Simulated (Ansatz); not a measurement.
Runs of Ansatz 0.2.0 on CoNiO2. It takes space group P4/mmm (No. 123, tetragonal). The conventional cell has a = 3.014 Å, b = 3.014 Å, c = 4.222 Å, α = 90.00°, β = 90.00°, γ = 90.00°. Around Ni (site symmetry 4/mmm) lie 6 O at 2.11 to 2.13 Å. Around Co (site symmetry 4/mmm) lie 6 O at 2.11 to 2.13 Å. O (site symmetry 4/mmm) has 2 Ni at 2.11 Å and 4 Co at 2.13 Å as nearest neighbours. Around O (site symmetry 4/mmm) lie 2 Co at 2.11 Å and 4 Ni at 2.13 Å. The cell comes from a database or a generator and needn't be the stable form of this composition.

```csv
spin,fixed moment (μB),pressure (GPa),moment (μB)
"collinear, program default start",0.0,-23.8,0.00
"collinear, ferromagnetic start",4.5,(a),4.50
"collinear, ferromagnetic start",0.8,-13.2,0.80
"collinear, ferromagnetic start",2.2,-14.8,2.20
"collinear, ferromagnetic start",3.0,-16.5,3.00
"collinear, ferromagnetic start",6.0,(b),6.00
"collinear, ferromagnetic start",1.5,-13.9,1.50
"collinear, ferromagnetic start",3.8,-15.0,3.80
```

Alike in all rows: task single point; level PBEsol; potentials or basis Ansatz PAW; cell as given; k mesh 7 × 7 × 5; cutoff (eV) 420; smearing fermi-dirac 0.05 eV.

**Question.** Fill in the values left out.

**Answer.** (a) -11.9; (b) 1.7.

Caveats: the total moment is fixed, so each spin has its own Fermi level; the PAW data sets come from PBE, with cores solved anew for the run's functional, which leaves a small shift of forces and pressure; the thresholds are loose for stress; the starting moments weren't kept (some runs).
